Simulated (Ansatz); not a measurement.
# KScS2: short molecular dynamics of a 16-atom cell, part 2 of 2

Aim: follow the atoms of KScS2 (ordering on rocksalt) in time, from their lattice sites. Runs: PBEsol, 20 steps of 3 fs under a Langevin thermostat and barostat at 450 K; PBE, 30 steps of 1.5 fs under a Nosé-Hoover thermostat at 100 K. The cell is a 2×2×1 supercell of the structure relaxed with r2SCAN.

Ansatz 0.2.0, plane waves. The steps go on from the part before.

## 9. Frames from the trajectory

Extended XYZ, with forces in eV/Å:

```xyz
16
Lattice="8.071 0.000 0.000 0.000 8.071 0.000 0.000 0.000 5.465" Properties=species:S:1:pos:R:3:forces:R:3 pbc="T T T" time_fs=7.5 T=91 dE=0.0181
K     0.011    0.007   -0.017   -0.073   -0.101    0.277
S    -0.005    0.017    2.744    0.014   -0.010   -0.266
Sc    2.001    2.006    2.725    0.032   -0.058   -0.074
S     2.024    1.997    0.008   -0.032    0.162    0.078
K    -0.003    4.051    0.002    0.027   -0.084   -0.116
S    -0.004    4.022    2.721   -0.016    0.044    0.146
Sc    2.014    6.048    2.742    0.121    0.022    0.029
S     2.019    6.052   -0.001   -0.017   -0.026   -0.049
K     4.037   -0.004   -0.021    0.010    0.021    0.402
S     4.029    0.004    2.754   -0.036    0.013   -0.411
Sc    6.057    2.028    2.755   -0.024   -0.026    0.109
S     6.062    2.007   -0.012   -0.031    0.062   -0.137
K     4.034    4.031   -0.009   -0.007   -0.046    0.189
S     4.039    4.050    2.743    0.009    0.041   -0.186
Sc    6.067    6.047    2.734   -0.098    0.008    0.005
S     6.038    6.059   -0.004    0.121   -0.021    0.004
16
Lattice="8.071 0.000 0.000 0.000 8.071 0.000 0.000 0.000 5.465" Properties=species:S:1:pos:R:3:forces:R:3 pbc="T T T" time_fs=15.0 T=74 dE=0.0516
K     0.021    0.014   -0.031   -0.137   -0.193    0.477
S    -0.010    0.034    2.750    0.027   -0.022   -0.455
Sc    1.985    1.994    2.716    0.058   -0.115   -0.153
S     2.030    1.979    0.017   -0.055    0.304    0.160
K    -0.005    4.065    0.003    0.046   -0.159   -0.194
S    -0.007    4.010    2.712   -0.032    0.086    0.251
Sc    2.011    6.043    2.751    0.237    0.041    0.067
S     2.021    6.052   -0.003   -0.030   -0.044   -0.109
K     4.040   -0.007   -0.036    0.017    0.041    0.691
S     4.022    0.009    2.768   -0.075    0.022   -0.704
Sc    6.061    2.039    2.779   -0.043   -0.050    0.229
S     6.070    1.997   -0.026   -0.060    0.121   -0.286
K     4.034    4.026   -0.016   -0.011   -0.083    0.327
S     4.043    4.066    2.749    0.022    0.085   -0.319
Sc    6.080    6.042    2.735   -0.189    0.008    0.012
S     6.026    6.064   -0.009    0.226   -0.043    0.006
16
Lattice="8.071 0.000 0.000 0.000 8.071 0.000 0.000 0.000 5.465" Properties=species:S:1:pos:R:3:forces:R:3 pbc="T T T" time_fs=22.5 T=71 dE=0.0567
K     0.030    0.017   -0.038   -0.184   -0.260    0.547
S    -0.015    0.051    2.749    0.038   -0.030   -0.509
Sc    1.970    1.981    2.706    0.074   -0.170   -0.246
S     2.035    1.966    0.029   -0.073    0.410    0.252
K    -0.007    4.078    0.001    0.058   -0.222   -0.208
S    -0.012    3.998    2.707   -0.048    0.125    0.286
Sc    2.011    6.039    2.761    0.344    0.055    0.124
S     2.022    6.050   -0.007   -0.036   -0.051   -0.193
K     4.042   -0.010   -0.042    0.018    0.056    0.783
S     4.013    0.014    2.771   -0.118    0.023   -0.789
Sc    6.064    2.049    2.805   -0.050   -0.068    0.364
S     6.078    1.989   -0.045   -0.087    0.171   -0.453
K     4.033    4.020   -0.019   -0.010   -0.104    0.375
S     4.047    4.083    2.751    0.038    0.135   -0.358
Sc    6.091    6.036    2.736   -0.268   -0.007    0.022
S     6.017    6.069   -0.013    0.303   -0.062    0.002
16
Lattice="8.071 0.000 0.000 0.000 8.071 0.000 0.000 0.000 5.465" Properties=species:S:1:pos:R:3:forces:R:3 pbc="T T T" time_fs=30.0 T=100 dE=0.0023
K     0.035    0.017   -0.038   -0.207   -0.295    0.467
S    -0.018    0.067    2.739    0.048   -0.031   -0.411
Sc    1.955    1.966    2.692    0.076   -0.223   -0.358
S     2.039    1.960    0.045   -0.093    0.466    0.357
K    -0.008    4.087   -0.004    0.068   -0.270   -0.151
S    -0.017    3.989    2.706   -0.066    0.161    0.245
Sc    2.016    6.035    2.773    0.437    0.062    0.206
S     2.022    6.048   -0.014   -0.033   -0.048   -0.307
K     4.045   -0.013   -0.037    0.014    0.065    0.653
S     4.003    0.020    2.761   -0.164    0.015   -0.634
Sc    6.067    2.058    2.836   -0.040   -0.082    0.493
S     6.084    1.984   -0.071   -0.109    0.205   -0.620
K     4.031    4.013   -0.016    0.000   -0.102    0.322
S     4.053    4.103    2.747    0.057    0.193   -0.290
Sc    6.099    6.031    2.737   -0.329   -0.042    0.034
S     6.013    6.073   -0.018    0.342   -0.074   -0.006
16
Lattice="8.071 0.000 0.000 0.000 8.071 0.000 0.000 0.000 5.465" Properties=species:S:1:pos:R:3:forces:R:3 pbc="T T T" time_fs=37.5 T=159 dE=-0.1100
K     0.038    0.013   -0.031   -0.206   -0.292    0.264
S    -0.021    0.083    2.723    0.053   -0.027   -0.186
Sc    1.942    1.948    2.674    0.063   -0.269   -0.482
S     2.041    1.962    0.068   -0.117    0.467    0.469
K    -0.008    4.092   -0.010    0.078   -0.301   -0.037
S    -0.024    3.983    2.710   -0.089    0.191    0.144
Sc    2.025    6.032    2.787    0.511    0.063    0.310
S     2.022    6.044   -0.027   -0.021   -0.032   -0.445
K     4.048   -0.014   -0.023    0.006    0.066    0.345
S     3.989    0.026    2.740   -0.210   -0.003   -0.286
Sc    6.069    2.066    2.873   -0.011   -0.091    0.531
S     6.088    1.982   -0.108   -0.125    0.217   -0.706
K     4.030    4.004   -0.009    0.017   -0.076    0.184
S     4.059    4.125    2.738    0.081    0.257   -0.134
Sc    6.102    6.025    2.739   -0.367   -0.099    0.049
S     6.015    6.076   -0.022    0.337   -0.072   -0.021
16
Lattice="8.071 0.000 0.000 0.000 8.071 0.000 0.000 0.000 5.465" Properties=species:S:1:pos:R:3:forces:R:3 pbc="T T T" time_fs=45.0 T=231 dE=-0.2499
K     0.038    0.004   -0.021   -0.181   -0.253   -0.003
S    -0.024    0.098    2.704    0.051   -0.022    0.103
Sc    1.929    1.926    2.651    0.034   -0.298   -0.573
S     2.041    1.972    0.098   -0.147    0.409    0.544
K    -0.007    4.094   -0.017    0.090   -0.312    0.103
S    -0.032    3.980    2.716   -0.115    0.219    0.014
Sc    2.041    6.030    2.805    0.552    0.065    0.414
S     2.021    6.041   -0.047    0.002   -0.007   -0.573
K     4.052   -0.014   -0.005    0.000    0.061   -0.046
S     3.972    0.031    2.715   -0.249   -0.025    0.153
Sc    6.071    2.073    2.916    0.036   -0.086    0.298
S     6.090    1.985   -0.157   -0.134    0.194   -0.530
K     4.029    3.994    0.001    0.043   -0.030    0.003
S     4.066    4.153    2.726    0.110    0.314    0.068
Sc    6.102    6.017    2.741   -0.376   -0.170    0.073
S     6.022    6.077   -0.027    0.284   -0.059   -0.047
```

## 10. Outcome

The summary covers parts 1 to 2. Changes of volume or cell count from the first structure of part 1.

```
                                     quantity                                   value
                                run 1: length                        20 steps of 3 fs
      run 1: temperature, first and last step                           422 and 449 K
              run 1: temperature, second half           mean 379 K, from 251 to 470 K
         run 1: potential energy, second half  -9 meV/atom from this run's first step
run 1: largest change of the conserved energy                           0.15 meV/atom
           run 1: volume, first and last step                 22.25 and 21.83 Å³/atom
 run 1: mean square displacement, second half           Sc 0.039, S 0.030, K 0.013 Å²
                                run 2: length                      30 steps of 1.5 fs
      run 2: temperature, first and last step                           100 and 231 K
              run 2: temperature, second half            mean 136 K, from 71 to 231 K
         run 2: potential energy, second half  -4 meV/atom from this run's first step
run 2: largest change of the conserved energy                           0.02 meV/atom
 run 2: mean square displacement, second half           Sc 0.009, S 0.005, K 0.002 Å²
```

In words: Run 1: Against a set 450 K the second half averages 379 K, going from 251 to 449 K over that half. The conserved energy strays from its start by at most 0.15 meV/atom, 0.3 % of the mean kinetic energy, which is good for a step of 3 fs. No atom gets farther than 0.30 Å from its start, with the drift of the whole removed, against a typical distance of 2.7 Å between sites at the start. The volume changes by -1.9 % from first to last step. Run 2: Against a set 100 K the second half averages 136 K, going from 71 to 231 K over that half; the potential energy of that half lies 4 meV/atom under the start, so the atoms have moved to lower-lying arrangements, and the energy set free heats the cell. The conserved energy strays from its start by at most 0.02 meV/atom, 0.1 % of the mean kinetic energy, which is good for a step of 1.5 fs. The farthest move is 0.19 Å, against a mean nearest distance of 2.7 Å at the start: no atom has changed site so far. 60 fs on 16 atoms is far too short and small for converged averages.
